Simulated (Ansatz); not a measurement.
# Ge (sc type): a single-point run

Aim: a sound single-point run of Ge (sc type).

This is Ge in the simple cubic structure; at room conditions it is diamond.

Method: DFT, LDA, all-electron LAPW, scalar-relativistic, in Ansatz 0.2.0.

2 further runs of the same task are left out: 2 that didn't finish. Runs told in other sessions of the task aren't counted.

## Step 1: Starting point

It takes space group Pm-3m (No. 221, cubic). Conventional cell: a = 2.644 Å, b = 2.644 Å, c = 2.644 Å, α = 90.00°, β = 90.00°, γ = 90.00°. Ge (site symmetry m-3m) is surrounded by 6 Ge at 2.64 Å.

As a file:

```
Ge
1.0
     2.64351    0.00000    0.00000
     0.00000    2.64351    0.00000
     0.00000    0.00000    2.64351
Ge
1
Direct
  0.00000 0.00000 0.00000
```

## Step 2: Input and run

File input.yaml:

```yaml
crystal:
  lattice:
    - [2.6435123504, 0.0, 0.0]
    - [0.0, 2.6435123504, 0.0]
    - [0.0, 0.0, 2.6435123504]
  atoms:
    - { symbol: Ge, position: [0.0, 0.0, 0.0] }
kpoints:
  mp_grid: { grid: [15, 15, 15] }
  band_path:
    path:
      - [0.0, 0.0, 0.0]
      - [0.0, 0.5, 0.0]
      - [0.5, 0.5, 0.0]
      - [0.0, 0.0, 0.0]
      - [0.5, 0.5, 0.5]
      - [0.0, 0.5, 0.0]
      - [0.5, 0.5, 0.5]
      - [0.5, 0.5, 0.0]
    npoints: 14
scf:
  occupations: { method: fermi_dirac, width: 0.08 }
  convergence: { dr2_threshold: 1.0e-16 }
  max_iter: 100
hamiltonian:
  xc: lda
  pseudopotentials: { kind: all_electron, lapw: { basis_error: 0.001 } }
output:
  forces: true
  stress: true
  eigenvalues: true
  populations: true
```

Command:

```console
$ ansatz run input.yaml --threads 1 --pin off --max-ram 2048MiB --backend cpu --events-out ev --progress --plain --runs-dir out
```

**Question.** How will this run end, and is anything wrong with its input?

This run ends as converged. Convergence says nothing about whether the input makes sense.

In the input, scf.convergence.dr2_threshold is 1.0e-16. The risk: threshold needlessly tight. Once met, so tight a threshold does no harm; it costs cycles.

Run again and compare: delete scf.convergence.dr2_threshold (the default then holds).
